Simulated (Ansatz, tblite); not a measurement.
# C₁₅H₉O+: a ladder of methods and basis sets

Aim: run the singlet of C₁₅H₉O+ at one geometry on many levels, and compare frontier levels, spin and run time.

Computed with Ansatz 0.2.0, Gaussian basis. Level: as each input shows.

The runs, in order: GFN1-xTB, GFN2-xTB, PBE-D4/def2-TZVP, r2SCAN-D4/def2-TZVP, PBE-D4/def2-SVP, PBE0-D4/def2-SVP, MP2/def2-SVP.

4 further runs of the same task are left out: 4 that didn't finish. Runs told in other sessions of the task aren't counted.

### Step 1. The relaxed structure

The geometry is that of the singlet, from an earlier relaxation (PBE-D4/def2-SVP).

SMILES `c1cc2ccc3c[o+]cc4ccc(c1)c2c34`, 25 atoms, charge 1, spin multiplicity 1.

Bond lengths: C1–C2 1.404 Å, C1–C14 1.404 Å, C1–H17 1.100 Å, C2–C3 1.411 Å, C2–H18 1.100 Å, C3–C4 1.440 Å, C3–C15 1.438 Å, C4–C5 1.375 Å, C4–H19 1.101 Å, C5–C6 1.438 Å, C5–H20 1.100 Å, C6–C7 1.394 Å, C6–C16 1.439 Å, C7–O8 1.335 Å, C7–H21 1.099 Å, O8–C9 1.335 Å, C9–C10 1.394 Å, C9–H22 1.099 Å and more. Angles: C2–C1–C14 121.2°, C2–C1–H17 119.4°, C14–C1–H17 119.4°, C1–C2–C3 120.5°, C1–C2–H18 120.0°, C3–C2–H18 119.4°, C2–C3–C4 122.6°, C2–C3–C15 118.4°, C4–C3–C15 119.0°, C3–C4–C5 121.8°, C3–C4–H19 118.4°, C5–C4–H19 119.9°, C4–C5–C6 119.7°, C4–C5–H20 120.9°, C6–C5–H20 119.4°, C5–C6–C7 123.0°, C5–C6–C16 119.7°, C7–C6–C16 117.4° and more.

Geometry (Å):

```xyz
25
C15H9O
C    -3.1507    0.1795    1.1177
C    -2.4266   -1.0113    1.2854
C    -1.0977   -1.1135    0.8231
C    -0.3152   -2.3128    0.9713
C     0.9799   -2.3941    0.5154
C     1.5816   -1.2588   -0.1294
C     2.8876   -1.2669   -0.6174
O     3.4156   -0.1947   -1.2119
C     2.7430    0.9460   -1.3802
C     1.4283    1.0873   -0.9383
C     0.6734    2.2997   -1.1024
C    -0.6204    2.3657   -0.6406
C    -1.2517    1.2472    0.0097
C    -2.5773    1.2965    0.4899
C    -0.5071    0.0289    0.1798
C     0.8223   -0.0470   -0.2922
H    -4.1859    0.2387    1.4856
H    -2.8946   -1.8755    1.7805
H    -0.7764   -3.1797    1.4684
H     1.5637   -3.3182    0.6364
H     3.5894   -2.1113   -0.5695
H     3.3394    1.7163   -1.8889
H     1.1407    3.1637   -1.5969
H    -1.1996    3.2934   -0.7643
H    -3.1620    2.2209    0.3689
```

The ion is computed in the gas phase, without counter-ions or solvent.

PBE0-D4/def2-TZVP was run before; its log isn't repeated, and its numbers join the tables.

### Step 2. GFN1-xTB

Tight binding, by tblite at 300 K electronic temperature and without a spin-polarisation term:

```python
tblite.interface.Calculator('GFN1-xTB', numbers, positions, charge=1, uhf=0).singlepoint()
```

Energy -1110.4698 eV, HOMO -15.39 eV, LUMO -13.36 eV; 0.022 s.

### Step 3. GFN2-xTB

Tight binding, by tblite at 300 K electronic temperature and without a spin-polarisation term:

```python
tblite.interface.Calculator('GFN2-xTB', numbers, positions, charge=1, uhf=0).singlepoint()
```

Energy -1098.3532 eV, HOMO -14.52 eV, LUMO -12.49 eV; 0.018 s.

### Step 4. PBE-D4/def2-TZVP

start.molden holds the orbitals of an earlier run on this state, given as this run's starting guess.

The input, in.yaml:

```yaml
crystal:
  periodic: [false, false, false]
  atoms:
    - {symbol: C, position_ang: [-3.150653, 0.179535, 1.117734]}
    - {symbol: C, position_ang: [-2.426550, -1.011347, 1.285376]}
    - {symbol: C, position_ang: [-1.097706, -1.113531, 0.823055]}
    - {symbol: C, position_ang: [-0.315158, -2.312813, 0.971331]}
    - {symbol: C, position_ang: [0.979903, -2.394103, 0.515369]}
    - {symbol: C, position_ang: [1.581592, -1.258833, -0.129440]}
    - {symbol: C, position_ang: [2.887568, -1.266878, -0.617358]}
    - {symbol: O, position_ang: [3.415613, -0.194686, -1.211871]}
    - {symbol: C, position_ang: [2.743041, 0.945997, -1.380214]}
    - {symbol: C, position_ang: [1.428320, 1.087342, -0.938347]}
    - {symbol: C, position_ang: [0.673437, 2.299722, -1.102426]}
    - {symbol: C, position_ang: [-0.620428, 2.365709, -0.640632]}
    - {symbol: C, position_ang: [-1.251733, 1.247165, 0.009716]}
    - {symbol: C, position_ang: [-2.577261, 1.296511, 0.489875]}
    - {symbol: C, position_ang: [-0.507109, 0.028873, 0.179822]}
    - {symbol: C, position_ang: [0.822335, -0.047002, -0.292182]}
    - {symbol: H, position_ang: [-4.185864, 0.238734, 1.485611]}
    - {symbol: H, position_ang: [-2.894567, -1.875502, 1.780528]}
    - {symbol: H, position_ang: [-0.776375, -3.179736, 1.468426]}
    - {symbol: H, position_ang: [1.563671, -3.318168, 0.636379]}
    - {symbol: H, position_ang: [3.589354, -2.111311, -0.569471]}
    - {symbol: H, position_ang: [3.339405, 1.716342, -1.888919]}
    - {symbol: H, position_ang: [1.140716, 3.163688, -1.596928]}
    - {symbol: H, position_ang: [-1.199591, 3.293405, -0.764278]}
    - {symbol: H, position_ang: [-3.161969, 2.220875, 0.368854]}
basis:
  gaussian: {orbitals: def2-TZVP, initial_orbitals: start.molden}
total_charge: 1
hamiltonian: {xc: pbe, dispersion: d4}
scf: {omitted_lower_state_checks: [starts]}
output: {orbitals: {seedname: orbitals}}
```

On the command line:

```sh
$ ansatz run in.yaml --threads 4 --pin off --events-out ev --progress --plain --max-ram 6963MiB
```

After this run come: r2SCAN-D4/def2-TZVP; PBE-D4/def2-SVP; PBE0-D4/def2-SVP; MP2/def2-SVP.

Q: Predict the results of all the runs planned. Wanted: gap in def2-TZVP, named functionals, smallest and largest; correlation energy, MP2/def2-SVP; PBE0 total energy, smallest basis above largest.

**Answer**, as computed:

| quantity | value |
| --- | --- |
| gap in def2-TZVP, named functionals, smallest and largest | 2.12 eV (PBE-D4), 3.49 eV (PBE0-D4) |
| correlation energy, MP2/def2-SVP | -57.01 eV |
| PBE0 total energy, smallest basis above largest | 18.47 eV (def2-SVP, def2-TZVP) |

**Reading.** Over the named functionals in def2-TZVP the gap runs from 2.12 eV (PBE-D4) to 3.49 eV (PBE0-D4); exact exchange widens it.
